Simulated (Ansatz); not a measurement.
# SiCl(vinyl)3 (C6H9ClSi): geometry, orbitals and charge

What does SiCl(vinyl)3 (C6H9ClSi) look like as a singlet, and where do its frontier electrons sit?

The runs use Ansatz 0.2.0, Gaussian basis; RKS PBE0-D4/def2-TZVP.

The runs, in order: relaxation at PBE-D4/def2-SVP; a single point at PBE0-D4/def2-TZVP.

2 further runs of the same task are left out: 2 set aside as unsound or not needed.

## Step 1: Where the work starts

17 atoms, charge 0, spin multiplicity 1.

Atoms are counted from 1 here; the program's logs count them from 0.

Bond lengths: Si1–Cl2 2.033 Å, Si1–C3 1.891 Å, Si1–C8 1.891 Å, Si1–C13 1.891 Å, C3–C4 1.324 Å, C3–H5 1.084 Å, C4–H6 1.078 Å, C4–H7 1.079 Å, C8–C9 1.324 Å, C8–H10 1.084 Å, C9–H11 1.078 Å, C9–H12 1.079 Å, C13–C14 1.324 Å, C13–H15 1.083 Å, C14–H16 1.078 Å, C14–H17 1.079 Å. Angles: Cl2–Si1–C3 109.4°, Cl2–Si1–C8 109.4°, Cl2–Si1–C13 109.3°, C3–Si1–C8 109.6°, C3–Si1–C13 109.6°, C8–Si1–C13 109.6°, Si1–C3–C4 125.2°, Si1–C3–H5 116.4°, C4–C3–H5 118.3°, C3–C4–H6 121.6°, C3–C4–H7 122.5°, H6–C4–H7 115.9°, Si1–C8–C9 125.2°, Si1–C8–H10 116.4°, C9–C8–H10 118.4°, C8–C9–H11 121.6°, C8–C9–H12 122.5°, H11–C9–H12 115.9° and more.

Coordinates:

| atom | x (Å) | y (Å) | z (Å) |
| --- | --- | --- | --- |
| Si1 | -0.0017 | 0.0027 | 0.1004 |
| Cl2 | 0.0210 | 0.0123 | 2.1337 |
| C3 | 1.7572 | -0.2546 | -0.5450 |
| C4 | 2.8190 | -0.4975 | 0.2078 |
| H5 | 1.8904 | -0.1957 | -1.6187 |
| H6 | 2.7468 | -0.5645 | 1.2815 |
| H7 | 3.8053 | -0.6368 | -0.2080 |
| C8 | -0.6711 | 1.6564 | -0.5270 |
| C9 | -0.9771 | 2.6950 | 0.2353 |
| H10 | -0.8086 | 1.7457 | -1.5980 |
| H11 | -0.8615 | 2.6624 | 1.3065 |
| H12 | -1.3563 | 3.6205 | -0.1703 |
| C13 | -1.1126 | -1.4022 | -0.5070 |
| C14 | -1.8279 | -2.2006 | 0.2696 |
| H15 | -1.1548 | -1.5533 | -1.5789 |
| H16 | -1.8211 | -2.0978 | 1.3425 |
| H17 | -2.4471 | -2.9919 | -0.1245 |

The start is a GFN2-xTB geometry.

## Step 2: Relaxation at PBE-D4/def2-SVP

in.yaml

```yaml
crystal:
  periodic: [false, false, false]
  atoms:
    - {symbol: Si, position_ang: [-0.001700, 0.002720, 0.100430]}
    - {symbol: Cl, position_ang: [0.020990, 0.012250, 2.133680]}
    - {symbol: C, position_ang: [1.757240, -0.254580, -0.545010]}
    - {symbol: C, position_ang: [2.819050, -0.497550, 0.207810]}
    - {symbol: H, position_ang: [1.890400, -0.195700, -1.618700]}
    - {symbol: H, position_ang: [2.746830, -0.564530, 1.281520]}
    - {symbol: H, position_ang: [3.805260, -0.636810, -0.208030]}
    - {symbol: C, position_ang: [-0.671140, 1.656400, -0.526960]}
    - {symbol: C, position_ang: [-0.977090, 2.694970, 0.235280]}
    - {symbol: H, position_ang: [-0.808640, 1.745730, -1.598030]}
    - {symbol: H, position_ang: [-0.861490, 2.662430, 1.306530]}
    - {symbol: H, position_ang: [-1.356260, 3.620520, -0.170270]}
    - {symbol: C, position_ang: [-1.112600, -1.402240, -0.507040]}
    - {symbol: C, position_ang: [-1.827920, -2.200600, 0.269640]}
    - {symbol: H, position_ang: [-1.154780, -1.553320, -1.578880]}
    - {symbol: H, position_ang: [-1.821050, -2.097770, 1.342520]}
    - {symbol: H, position_ang: [-2.447110, -2.991920, -0.124480]}
basis:
  gaussian: {orbitals: def2-SVP}
hamiltonian: {xc: pbe, dispersion: d4}
scf: {lower_state_search: "off"}
output: {orbitals: {seedname: orbitals}}
relax: {f_tol: 0.02, max_steps: 100}
```

The run is started by

```console
> ansatz run in.yaml --threads 4 --pin off --events-out ev --progress --plain --max-ram 8704MiB
```

After this run come: Single point, PBE0-D4/def2-TZVP.

Before running them: what should the planned runs give, taken together? Wanted: point group; commonest bond, hydrogen aside; HOMO, LUMO at PBE0-D4/def2-TZVP; dipole at PBE-D4/def2-SVP.

**Answer**, as computed:

```
                       quantity                           value
                    point group                             C3v
 commonest bond, hydrogen aside  C–Si, 3 of mean length 1.876 Å
HOMO, LUMO at PBE0-D4/def2-TZVP                 -7.72, -0.84 eV
      dipole at PBE-D4/def2-SVP                          1.60 D
```

What this shows: The molecule keeps its bonding pattern by the stored test; the atoms moved 0.06 Å (rms). No usable vibrations, so a minimum isn't proven. The HOMO lies nearest to 6 C atoms about 14 % each and the LUMO to C13, C14 about 21 % each; Si1 7 %.
